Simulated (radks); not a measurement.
**Ti⁺ in [Ar] 3d2 4s1: an all-electron calculation**

The task here is to estimate one member of a computed series from the others.

Method: non-relativistic Kohn-Sham, LDA (Slater exchange, Perdew-Zunger correlation), spin-polarised, spherical densities, point nucleus; open shells are filled with parallel spins first. Code: radks (a radial shooting solver on a logarithmic mesh, Libxc functionals) version 1.

### Starting point

| Item | Value |
| --- | --- |
| element | titanium (Z = 22) |
| charge | +1 |
| electrons | 21 |
| configuration | [Ar] 3d2 4s1 |

Outer shells as boxes (Hund's rule):

Ti⁺
```
[Ar] core
3d [↑ ][↑ ][  ][  ][  ]
4s [↑ ]
```

Set-up of the first run:

Settings of this run:

```text
Z 22
configuration [Ar] 3d2 4s1
relativity non-relativistic
functional lda,pz
spin polarised
nucleus point
```

One table of the session follows, with a row left open; its other results are not shown here.

It belongs to the step «Radial structure». Sizes of the orbitals, from the radial functions (bohr):

| level | <r> | outermost maximum (interpolated) | 90 % within | nodes |
| --- | --- | --- | --- | --- |
| 1s up | 0.07031 | 0.0462 | 0.125 | 0 |
| 1s down | 0.07031 | 0.0462 | 0.125 | 0 |
| 2s up | 0.3287 | 0.272 | 0.511 | 1 |
| 2s down | 0.3284 | 0.272 | 0.510 | 1 |
| 2p up | 0.2915 | 0.220 | 0.479 | 0 |
| 2p down | 0.2912 | 0.220 | 0.479 | 0 |
| 3s up | 1.016 | 0.876 | 1.52 | 2 |
| 3s down | 1.016 | 0.876 | 1.52 | 2 |
| 3p up | 1.089 | 0.903 | 1.68 | 1 |
| 3p down | 1.089 | 0.903 | 1.68 | 1 |
| 3d up | 1.502 | 0.969 | 2.61 | 0 |
| 4s up | 3.130 | 2.72 | 4.60 | 3 |
| 3d down | ? | ? | ? | ? |
| 4s down | 3.256 | 2.76 | 4.86 | 3 |

Estimate the missing values for 3d down.

The run gave: <r>: 1.505; outermost maximum (interpolated): 0.970; 90 % within: 2.62; nodes: 0. In the column «<r>» it lies between 3d up (1.502) and 4s up (3.130).

To keep in mind: Open shells are spherical and high-spin; term and fine-structure splittings are not resolved.
